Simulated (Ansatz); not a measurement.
# CdSeS4: the cost of one run

Method: DFT PBE, scalar-relativistic, plane waves, PAW, in Ansatz 0.2.0.

## 1. The starting structure

Symmetry: P4/mmm, No. 123, tetragonal system. Conventional cell: a = 4.229 Å, b = 4.229 Å, c = 7.433 Å, α = 90.00°, β = 90.00°, γ = 90.00°. Cd (site symmetry 4/mmm) is surrounded by 6 S at 2.03 to 2.11 Å. Se (site symmetry 4/mmm) has 8 S at 3.43 Å in its first shell of neighbours. S (site symmetry mmm) is surrounded by 2 Cd at 2.11 Å. Around S (site symmetry 4mm) lie 1 Cd at 2.03 Å.

Structure file:

```cif
data_structure
_symmetry_space_group_name_H-M 'P 1'
_symmetry_Int_Tables_number 1
_cell_length_a 4.2291
_cell_length_b 4.2291
_cell_length_c 7.4329
_cell_angle_alpha 90.000
_cell_angle_beta 90.000
_cell_angle_gamma 90.000
_cell_volume 132.94
loop_
_atom_site_label
_atom_site_type_symbol
_atom_site_fract_x
_atom_site_fract_y
_atom_site_fract_z
_atom_site_occupancy
Cd1 Cd 0.00000 0.00000 0.00000 1
Se1 Se 0.50000 0.50000 0.50000 1
S1 S 0.50000 0.00000 0.00000 1
S2 S 0.00000 0.50000 0.00000 1
S3 S 0.00000 0.00000 0.27370 1
S4 S 0.00000 0.00000 0.72630 1
```

A structure generator made this guess: species swapped into a database cell of AlTlF4 (P4/mmm, No. 123), with Cd on the Al sites, Se on the Tl sites and S on the F sites. The dimensions are guesses.

## 2. A first look at the guess

Input file input.yaml:

```yaml
crystal:
  lattice:
    - [4.22912177, 0.0, 0.0]
    - [0.0, 4.22912177, 0.0]
    - [0.0, 0.0, 7.43294941]
  atoms:
    - { symbol: Cd, position: [0.0, 0.0, 0.0] }
    - { symbol: Se, position: [0.5, 0.5, 0.5] }
    - { symbol: S, position: [0.5, 0.0, 0.0] }
    - { symbol: S, position: [0.0, 0.5, 0.0] }
    - { symbol: S, position: [0.0, 0.0, 0.2737] }
    - { symbol: S, position: [0.0, 0.0, 0.7263] }
basis:
  ecutwfc: 420
kpoints:
  mp_grid: { grid: [4, 4, 4] }
hamiltonian:
  xc: pbe
scf:
  occupations: { method: gaussian, width: 0.1 }
  lower_state_search: "off"
output:
  forces: true
  stress: true
  eigenvalues: true
```

The run is started by

```console
$ ansatz run input.yaml --threads 1 --pin off --max-ram 2560MiB --backend cpu --events-out ev --progress --plain --runs-dir out
```

**Question.** How long does this run take on 1 thread of Arm Neoverse V2, shared host, and how much memory does it need?

About 4.3 s, with a peak of 0.4 GiB.
